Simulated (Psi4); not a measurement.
**wB97M-V/aug-cc-pVDZ (sweep point 1) run of GeHF (SMILES [F][GeH])**

What is the energy change on altering one bond length of GeHF at wB97M-V/aug-cc-pVDZ (sweep point 1)? 

The results are computed with Psi4 1.11.

## (1) Starting point

GeHF: 3 atoms, total charge 0, spin state singlet. SMILES: `[F][GeH]`. Geometry: relaxed at PBE0-D4/def2-TZVP.

Bond lengths: F1–Ge2 1.757 Å, Ge2–H3 1.609 Å. Angles: F1–Ge2–H3 94.2°.

## (2) The energy at wB97M-V/aug-cc-pVDZ (sweep point 1)

fgeh.in

```
memory 1.6 GB

molecule geom {
  0 1
  F      1.27008493     1.91353667     0.88760436
  Ge    -1.24325082     0.36887454    -0.63419209
  H     -0.04762110    -2.40505444    -0.27854563
  units au
  symmetry c1
}

set {
  basis aug-cc-pVDZ
  puream true
  scf_type pk
  dft_radial_points 99
  dft_spherical_points 590
}

e_tot = energy('wb97m-v')
print_variables()
```

On the command line:

```bash
$ psi4 fgeh.in fgeh.out -n 1
```

fgeh.out (excerpt; [...] marks lines left out):

```text
[...]
  Running in c1 symmetry.
[...]
  Nuclear repulsion =   99.212640339823849
[...]
  Multiplicity = 1
[...]
  Nalpha       = 21
  Nbeta        = 21
[...]
    Number of basis functions: 68
[...]
   @RKS iter   1: -2176.80543188261527   -3.65548e+00   1.52048e-02 DIIS/ADIIS
[...]
   @RKS iter   8: -2177.29409477605441   -6.48429e-08   4.69797e-07 DIIS
[...]
    Orbital Energies [Eh]
    ---------------------
    Doubly Occupied:
       1A   -399.422923     2A    -50.147074     3A    -44.553939
       4A    -44.551790     5A    -44.550520     6A    -24.903366
       7A     -6.457999     8A     -4.597868     9A     -4.590856
      10A     -4.584376    11A     -1.394726    12A     -1.384375
      13A     -1.379162    14A     -1.378922    15A     -1.373120
      16A     -1.274402    17A     -0.653170    18A     -0.528056
      19A     -0.520090    20A     -0.494320    21A     -0.346443
[...]
  @RKS Final Energy: -2177.29409477605441
   => Energetics <=
    Nuclear Repulsion Energy =             99.2126403398238494
    One-Electron Energy =               -3231.0682493108888593
    Two-Electron Energy =                1025.2638661361268078
    DFT Exchange-Correlation Energy =     -70.8794578287397314
    Empirical Dispersion Energy =           0.0000000000000000
    VV10 Nonlocal Energy =                  0.1771058876233410
    Total Energy =                      -2177.2940947760548625
[...]
 Multipole Moments:
 ------------------------------------------------------------------------------------
     Multipole            Electronic (a.u.)      Nuclear  (a.u.)        Total (a.u.)
 ------------------------------------------------------------------------------------
 L = 1.  Multiply by 2.5417464519 to convert [e a0] to [Debye]
 Dipole X            :         -2.8502275            2.1520645           -0.6981630
 Dipole Y            :          0.4029922           -0.7472827           -0.3442905
 Dipole Z            :          0.0000000           -0.0000000            0.0000000
 Magnitude           :                                                    0.7784391
[...]
```

It took 24 s on 1 thread of Intel Xeon Platinum 8488C (Sapphire Rapids), shared host; peak memory 1.3 GiB.

## (3) The distorted shape

calc.dat

```
memory 1.6 GB

molecule {
  0 1
  F      2.52680949     2.68590176     1.64853660
  Ge    -1.24325082     0.36887454    -0.63419209
  H     -0.04762110    -2.40505444    -0.27854563
  units au
  symmetry c1
}

set globals {
  basis aug-cc-pVDZ
  reference rks
  puream true
  scf_type pk
  dft_radial_points 99
  dft_spherical_points 590
}

e, wfn = energy('wb97m-v', return_wfn=True)
```

On the command line:

```bash
$ psi4 calc.dat calc.out -n 1
```

calc.out (excerpt; [...] marks lines left out):

```text
[...]
  Running in c1 symmetry.
[...]
  Nuclear repulsion =   69.855933374186790
[...]
  Multiplicity = 1
[...]
  Nalpha       = 21
  Nbeta        = 21
[...]
    Number of basis functions: 68
[...]
   @RKS iter   1: -2176.73165931826270   -4.05979e+00   1.54124e-02 DIIS/ADIIS
[...]
   @RKS iter   9: -2177.19843549753477   -1.70540e-07   9.98271e-07 DIIS
[...]
    Orbital Energies [Eh]
    ---------------------
    Doubly Occupied:
       1A   -399.499477     2A    -50.221913     3A    -44.628626
       4A    -44.627754     5A    -44.625029     6A    -24.795599
       7A     -6.527776     8A     -4.666822     9A     -4.662341
      10A     -4.652403    11A     -1.454385    12A     -1.453982
      13A     -1.446244    14A     -1.442721    15A     -1.441831
      16A     -1.132397    17A     -0.664459    18A     -0.427453
      19A     -0.387971    20A     -0.384665    21A     -0.378910
[...]
  @RKS Final Energy: -2177.19843549753477
   => Energetics <=
    Nuclear Repulsion Energy =             69.8559333741867903
    One-Electron Energy =               -3171.3535368689208553
    Two-Electron Energy =                 994.8979874091838838
    DFT Exchange-Correlation Energy =     -70.7776469661139771
    Empirical Dispersion Energy =           0.0000000000000000
    VV10 Nonlocal Energy =                  0.1788275541294859
    Total Energy =                      -2177.1984354975347742
[...]
 Multipole Moments:
 ------------------------------------------------------------------------------------
     Multipole            Electronic (a.u.)      Nuclear  (a.u.)        Total (a.u.)
 ------------------------------------------------------------------------------------
 L = 1.  Multiply by 2.5417464519 to convert [e a0] to [Debye]
 Dipole X            :         -5.3961059            2.8927997           -2.5033062
 Dipole Y            :         -1.0401770           -0.3557417           -1.3959187
 Dipole Z            :         -0.0000000           -0.0000000           -0.0000000
 Magnitude           :                                                    2.8662049
[...]
```

Wall time 26 s (1 thread of Intel Xeon Platinum 8488C (Sapphire Rapids), shared host); peak memory 1.2 GiB.

## (4) Results

At wB97M-V/aug-cc-pVDZ (sweep point 1):

| quantity | value |
| --- | --- |
| first shape: total energy | -2177.29409 Eh |
| first shape: dipole moment | 1.98 D |
| first shape: HOMO energy | -9.43 eV |
| first shape: LUMO energy | -1.02 eV |
| first shape: HOMO–LUMO gap | 8.40 eV |
| distorted shape: total energy | -2177.19844 Eh |
| distorted shape: dipole moment | 7.29 D |
| distorted shape: HOMO energy | -10.31 eV |
| distorted shape: LUMO energy | -2.48 eV |
| distorted shape: HOMO–LUMO gap | 7.83 eV |
| energy change with the F1–Ge2 bond stretched from 1.757 to 2.635 Å | 2.603 eV |

With the F1–Ge2 bond stretched from 1.757 to 2.635 Å the energy rises by 2.60 eV (60 kcal/mol). The first shape isn't relaxed at this level, so the change isn't measured from a minimum.
